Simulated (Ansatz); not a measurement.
BrH₅SiSn, SMILES Br[SiH2][SnH3], a polarisability from point charges

Program: Ansatz's Python interface.

Notebook, run cell by cell (the value of a cell's last expression is shown):

In [1]:
```python
from dataclasses import dataclass

import ansatz as az
import numpy as np
```

In [2]:
```python
@dataclass(frozen=True)
class Options:
    basis_set: str = "def2-SVP"
    xc: str = "HF"
```

In [3]:
```python
opts = Options()
```

In [4]:
```python
GEOMETRY = """
Br   -2.35320    1.48510   -0.26350
Si   -0.62340    0.37490   -1.03930
Sn    0.69100   -0.46650    0.89710
H    -1.00650   -0.75030   -1.85000
H     0.22010    1.25250   -1.88230
H    -0.27760   -1.49940    1.89240
H     2.13460   -1.36070    0.32440
H     1.30700    0.90720    1.86530
"""
```

In [5]:
```python
system = az.Crystal.molecule()
for line in GEOMETRY.strip().splitlines():
    symbol, *xyz = line.split()
    system = system.atom(symbol, [float(v) for v in xyz])

calculation = (
    system.calculation()
    .basis(gaussian=opts.basis_set)
    .functional(opts.xc)
    .forces()
)
# charges +q and -q at -R and +R make a nearly even field 2 k q / R^2 at the centre
centre = np.mean([site.position_ang for site in system.cartesian_sites], axis=0)
field = 2 * 14.399645 * 3.0 / 30.0 ** 2
```

In [6]:
```python
def dipole(axis, sign):
    arm = 30.0 * np.eye(3)[axis]
    pair = [{"charge": sign * 3.0, "position_ang": (centre - arm).tolist()}, {"charge": -sign * 3.0, "position_ang": (centre + arm).tolist()}]
    deck = calculation.input().set(az.key.basis.gaussian.point_charges, pair)
    return np.array(az.Session.from_dict(deck).plan().execute().report["charge_distribution"]["dipole_moment_e_ang"])


print(f"field {field:.4f} V/A")
alpha = np.array([(dipole(axis, 1) - dipole(axis, -1)) / (2 * field) * 14.399645 for axis in range(3)])
print("polarisability tensor (A^3)")
print(np.array2string(alpha, precision=3, suppress_small=True))
print(f"mean {np.trace(alpha) / 3:.3f} A^3 = {np.trace(alpha) / 3 / 0.14818471:.2f} bohr^3")
```
```text
field 0.0960 V/A
polarisability tensor (A^3)
[[12.073 -1.637  0.422]
 [-1.594 10.427 -0.257]
 [ 0.428 -0.254 10.649]]
mean 11.050 A^3 = 74.57 bohr^3
```

What to keep in mind:
- The settings weren't tested for convergence.
- The geometry is a force-field or estimated start, not a minimum of this method, and the basis set is short of its limit. The field of two point charges is only nearly even.
- def2 sets replace the cores of elements past krypton by effective core potentials.
- Without diffuse functions polarisabilities are unreliable, as a rule too low, and they change with the bond lengths of this unrelaxed start.
- Hardware and time: 15 s on 1 thread of Arm Neoverse V2, with other jobs on the host, peak memory 0.28 GiB.

(Lines on the test bed's own set-up are left out of the output.)
